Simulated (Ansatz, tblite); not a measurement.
# (H3Sn)2Se (Sn₂H₆Se): one state, many levels

How do method and basis change the picture of (H3Sn)2Se (Sn₂H₆Se) (singlet)?

Method: as each input shows; program: Ansatz 0.2.0, Gaussian basis.

The runs, in order: GFN1-xTB, GFN2-xTB, PBE-D4/def2-TZVP, r2SCAN-D4/def2-TZVP, ωB97X-V/def2-TZVP, r2SCANh-D4/def2-TZVP, CAM-B3LYP-D4/def2-TZVP, r2SCAN0-D4/def2-TZVP, LDA/def2-TZVP, B3LYP-D4/def2-TZVP, HSE06-D4/def2-TZVP, PBE-D4/def2-SVP, PBE0-D4/def2-SVP, PBE0-D4/def2-TZVPD, PBE-D4/def2-TZVPD, r2SCAN-D4/def2-TZVPD, CCSD(T)/def2-TZVP, RPA/def2-TZVP.

6 further runs of the same task are left out: 6 set aside as unsound or not needed.

## Step 1: The structure

The singlet was relaxed beforehand with PBE0-D4/def2-SVP.

9 atoms, charge 0, spin multiplicity 1.

Bond lengths: Sn1–H2 1.715 Å, Sn1–H3 1.710 Å, Sn1–H4 1.715 Å, Sn1–Se5 2.545 Å, Se5–Sn6 2.545 Å, Sn6–H7 1.715 Å, Sn6–H8 1.715 Å, Sn6–H9 1.710 Å. Angles: H2–Sn1–H3 111.0°, H2–Sn1–H4 109.7°, H2–Sn1–Se5 109.8°, H3–Sn1–H4 111.2°, H3–Sn1–Se5 105.6°, H4–Sn1–Se5 109.3°, Sn1–Se5–Sn6 95.9°, Se5–Sn6–H7 109.5°, Se5–Sn6–H8 109.6°, Se5–Sn6–H9 105.6°, H7–Sn6–H8 109.7°, H7–Sn6–H9 111.2°, H8–Sn6–H9 111.1°.

Sn takes a core potential in the def2 sets. No spin-orbit coupling is included.

PBE0-D4/def2-TZVP was run before; its log isn't repeated, and its numbers join the tables.

## Step 2: GFN1-xTB

Tight binding, by tblite at 300 K electronic temperature and without a spin-polarisation term:

```python
tblite.interface.Calculator('GFN1-xTB', numbers, positions, charge=0, uhf=0).singlepoint()
```

Energy -315.3210 eV, HOMO -10.45 eV, LUMO -5.77 eV; 0.004 s.

## Step 3: GFN2-xTB

Tight binding, by tblite at 300 K electronic temperature and without a spin-polarisation term:

```python
tblite.interface.Calculator('GFN2-xTB', numbers, positions, charge=0, uhf=0).singlepoint()
```

Energy -284.1599 eV, HOMO -10.43 eV, LUMO -7.48 eV; 0.003 s.

## Step 4: PBE-D4/def2-TZVP

start.molden holds the orbitals of an earlier run on this state, given as this run's starting guess.

in.yaml

```yaml
crystal:
  periodic: [false, false, false]
  atoms:
    - {symbol: Sn, position_ang: [-0.919513, 0.249979, -1.632379]}
    - {symbol: H, position_ang: [0.578278, 0.395490, -2.454436]}
    - {symbol: H, position_ang: [-2.158029, -0.253687, -2.697783]}
    - {symbol: H, position_ang: [-1.314850, 1.740277, -0.880486]}
    - {symbol: Se, position_ang: [-0.757780, -1.569927, 0.139917]}
    - {symbol: Sn, position_ang: [0.883191, -0.328444, 1.637951]}
    - {symbol: H, position_ang: [0.167889, 1.130368, 2.187382]}
    - {symbol: H, position_ang: [2.313656, 0.023423, 0.758967]}
    - {symbol: H, position_ang: [1.207168, -1.387489, 2.940836]}
basis:
  gaussian: {orbitals: def2-TZVP, initial_orbitals: start.molden}
hamiltonian: {xc: pbe, dispersion: d4}
scf: {omitted_lower_state_checks: [starts]}
output: {orbitals: {seedname: orbitals}}
```

Launch:

```sh
$ ansatz run in.yaml --threads 4 --pin off --events-out ev --progress --plain --max-ram 3916MiB
```

Further steps of the session: r2SCAN-D4/def2-TZVP; ωB97X-V/def2-TZVP; r2SCANh-D4/def2-TZVP; CAM-B3LYP-D4/def2-TZVP; r2SCAN0-D4/def2-TZVP; LDA/def2-TZVP; B3LYP-D4/def2-TZVP; HSE06-D4/def2-TZVP; PBE-D4/def2-SVP; PBE0-D4/def2-SVP; PBE0-D4/def2-TZVPD; PBE-D4/def2-TZVPD; r2SCAN-D4/def2-TZVPD; CCSD(T)/def2-TZVP; RPA/def2-TZVP.

Before running them: what should the planned runs give, taken together? Wanted: gap in def2-TZVP, named functionals, smallest and largest; correlation energy, CCSD(T)/def2-TZVP; binding an atom, CCSD(T)/def2-TZVP; PBE0 total energy, smallest basis above largest.

The runs gave:

| quantity | value |
| --- | --- |
| gap in def2-TZVP, named functionals, smallest and largest | 3.74 eV (LDA), 9.90 eV (ωB97X-V) |
| correlation energy, CCSD(T)/def2-TZVP | -26.43 eV |
| binding an atom, CCSD(T)/def2-TZVP | 2.292 eV |
| PBE0 total energy, smallest basis above largest | 8.60 eV (def2-SVP, def2-TZVPD) |

**Reading.** Orbital gaps of the named functionals in def2-TZVP span 3.74 eV (LDA) to 9.90 eV (ωB97X-V); exact exchange widens it. The functionals in def2-TZVP miss CCSD(T)/def2-TZVP by +0.051 (HSE06-D4) to +0.419 eV (LDA) an atom. CCSD(T)/def2-TZVP isn't at the basis-set limit; small misses against it rank nothing.
